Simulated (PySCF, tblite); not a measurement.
# C₆H₁₀ClNSi: geometry, infrared bands and NMR shifts

Wanted: the infrared bands and NMR shifts of C₆H₁₀ClNSi (`C=C[SiH2][C@](C)(Cl)CC#N`), by calculation.

The runs use tblite 0.8.0 and PySCF 2.14.0, with density-fitted response routines of our own; the level of theory stands in each step. All values are computed, except where a source is named. Atoms count from 0, in the outputs and in this text.

### 1 The starting structure

19 atoms, charge 0, multiplicity 1; geometry from: force field or distance geometry start.

Bonds of the start (Å): C0–C1 1.33, C1–Si2 1.85, Si2–C3 1.91, C3–C4 1.53, C3–Cl5 1.84, C3–C6 1.54, C6–C7 1.47, C7–N8 1.16, C0–H9 1.10, C0–H10 1.09, C1–H11 1.10, Si2–H12 1.48, Si2–H13 1.48, C4–H14 1.11, C4–H15 1.10, C4–H16 1.09, C6–H17 1.10, C6–H18 1.11.

### 2 Geometry optimisation with GFN2-xTB

Job settings and geometry (Å):

```
{"job": {"kind": "relax", "xc": "GFN2-xTB", "basis": "xTB"}, "charge": 0, "multiplicity": 1}
C     -2.646000     1.293600     0.294000
C     -2.216800     0.039900     0.371400
Si    -0.960500    -0.758800    -0.721300
C      0.801700    -0.682400     0.014200
C      1.864000    -1.264000    -0.926300
Cl     0.719100    -1.816800     1.456600
C      1.214800     0.700700     0.557800
C      1.333700     1.719200    -0.490700
N      1.415700     2.502700    -1.337400
H     -3.402800     1.668100     0.998900
H     -2.313800     1.988700    -0.470700
H     -2.600100    -0.624700     1.157100
H     -0.966500    -0.044000    -2.017100
H     -1.359200    -2.163700    -0.988600
H      1.931400    -0.669200    -1.856500
H      2.855100    -1.261900    -0.455800
H      1.638700    -2.291700    -1.222400
H      2.182000     0.617600     1.072700
H      0.499700     1.055900     1.322100
```

The run is started by

```console
$ OMP_NUM_THREADS=1 python probes_run.py task.json out
```

The driver reads the jobs from task.json and runs them one after another.

**Question.** This job is followed by: GFN2-xTB harmonic vibrations, gas phase; GIAO PBE0/pcSseg-1 NMR shielding, non-relativistic, gas phase. Predict these results of the whole session: strongest single infrared mode (GFN2-xTB); zero-point energy (GFN2-xTB); 13C shifts against TMS (PBE0/pcSseg-1); 1H shifts against TMS (PBE0/pcSseg-1, means over atoms taken as alike); 29Si shifts against TMS (PBE0/pcSseg-1); 35Cl shifts against HCl (PBE0/pcSseg-1); 15N shifts against NH3 (PBE0/pcSseg-1); surface potential, 1st and 99th percentile.

**Answer**, as computed:

```
                                                              quantity                                               value
                             strongest single infrared mode (GFN2-xTB)                               2277 cm⁻¹, 366 km/mol
                                          zero-point energy (GFN2-xTB)                                       87.3 kcal/mol
                                13C shifts against TMS (PBE0/pcSseg-1)           148.6, 138.0, 122.4, 59.1, 31.3, 29.8 ppm
1H shifts against TMS (PBE0/pcSseg-1, means over atoms taken as alike)  6.78, 6.70, 6.58, 4.80, 4.46, 2.95, 2.50, 1.84 ppm
                               29Si shifts against TMS (PBE0/pcSseg-1)                                           -30.4 ppm
                               35Cl shifts against HCl (PBE0/pcSseg-1)                                             225 ppm
                                15N shifts against NH3 (PBE0/pcSseg-1)                                           305.3 ppm
                                 surface potential, 1st and 99th percentile                                  -1.59 V and 1.22 V
```

What this shows: The optimisation took 56 steps and gained 0.158 eV; among the close pairs (by a distance rule), C1–Si2 changed most, from 1.847 to 1.881 Å. All 51 modes are real, so the xTB geometry is a minimum. The strongest single mode, at 2277 cm⁻¹, moves mainly H12. Unscaled tight-binding wavenumbers are off by several per cent, some by more. Its intensities can rank the bands wrongly. C0 (terminal =CH2 carbon) lies farthest downfield among carbon, at 148.6 ppm; as expected for a trigonal carbon in a double bond. By nearest atom (PBE0/pcSseg-1), the HOMO sits on Cl5 24 %; C0, C1, C3 about 16 % each and the LUMO on C0, C1 about 26 % each; Si2 8 %.
